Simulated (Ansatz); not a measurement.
**C₃H₅Cl₂Ga: small, medium and large basis sets**

Aim: see how fast density functionals converge with the basis set for C₃H₅Cl₂Ga.

The runs use Ansatz 0.2.0, Gaussian basis; one geometry, several basis sets.

The runs, in order: PBE0-D4/def2-SVP; ωB97M-V/def2-SVP; PBE0-D4/def2-QZVPP; ωB97M-V/def2-QZVPP; the functionals' def2-TZVPP values are taken from earlier runs.

## 1. Structure used throughout

The geometry comes from an earlier relaxation with PBE0-D4 in a triple-zeta def2 set; it is a stationary point, not always the lowest conformer.

SMILES `C=C[CH2][Ga]([Cl])[Cl]`, 11 atoms, charge 0, spin multiplicity 1.

Atoms are counted from 1 here; the program's logs count them from 0.

Bond lengths: C1–C2 1.326 Å, C1–H7 1.083 Å, C1–H8 1.089 Å, C2–C3 1.495 Å, C2–H9 1.089 Å, C3–Ga4 1.959 Å, C3–H10 1.094 Å, C3–H11 1.095 Å, Ga4–Cl5 2.138 Å, Ga4–Cl6 2.139 Å. Angles: C2–C1–H7 121.5°, C2–C1–H8 122.6°, H7–C1–H8 115.8°, C1–C2–C3 126.5°, C1–C2–H9 118.1°, C3–C2–H9 115.4°, C2–C3–Ga4 112.3°, C2–C3–H10 110.6°, C2–C3–H11 110.6°, Ga4–C3–H10 107.4°, Ga4–C3–H11 109.1°, H10–C3–H11 106.7°, C3–Ga4–Cl5 122.2°, C3–Ga4–Cl6 124.1°, Cl5–Ga4–Cl6 113.7°.

## 2. PBE0-D4 in def2-SVP

in.yaml

```yaml
crystal:
  periodic: [false, false, false]
  atoms:
    - {symbol: C, position_ang: [-0.775679, -0.443522, -1.395330]}
    - {symbol: C, position_ang: [-0.220806, -1.130593, -0.406881]}
    - {symbol: C, position_ang: [0.322348, -0.572570, 0.869868]}
    - {symbol: Ga, position_ang: [0.554497, 1.371308, 0.793822]}
    - {symbol: Cl, position_ang: [2.453065, 2.278411, 0.414438]}
    - {symbol: Cl, position_ang: [-1.025809, 2.781268, 1.093714]}
    - {symbol: H, position_ang: [-1.156020, -0.934448, -2.282976]}
    - {symbol: H, position_ang: [-0.897308, 0.638275, -1.361988]}
    - {symbol: H, position_ang: [-0.152604, -2.212861, -0.509241]}
    - {symbol: H, position_ang: [1.299124, -1.010282, 1.095727]}
    - {symbol: H, position_ang: [-0.335310, -0.821987, 1.709446]}
basis:
  gaussian: {orbitals: def2-SVP}
hamiltonian: {xc: pbe0, dispersion: d4}
output: {orbitals: {seedname: orbitals}}
```

Started as:

```
$ ansatz run in.yaml --threads 4 --pin off --events-out ev --progress --plain --max-ram 11315MiB
```

Further steps of the session: ωB97M-V in def2-SVP; PBE0-D4 in def2-QZVPP; ωB97M-V in def2-QZVPP.

Q: Predict the results of all the runs planned. Wanted: PBE0-D4: double and triple zeta above quadruple; ωB97M-V: double and triple zeta above quadruple.

**Answer**, as computed:

| quantity | value |
| --- | --- |
| PBE0-D4: double and triple zeta above quadruple | 20.86, 2.08 eV |
| ωB97M-V: double and triple zeta above quadruple | 20.82, 2.00 eV |

What this shows: PBE0-D4 gains 18.77 eV from double to triple zeta, then 2.08 eV more. Total energies overstate the basis error of differences, where much of it tends to cancel.
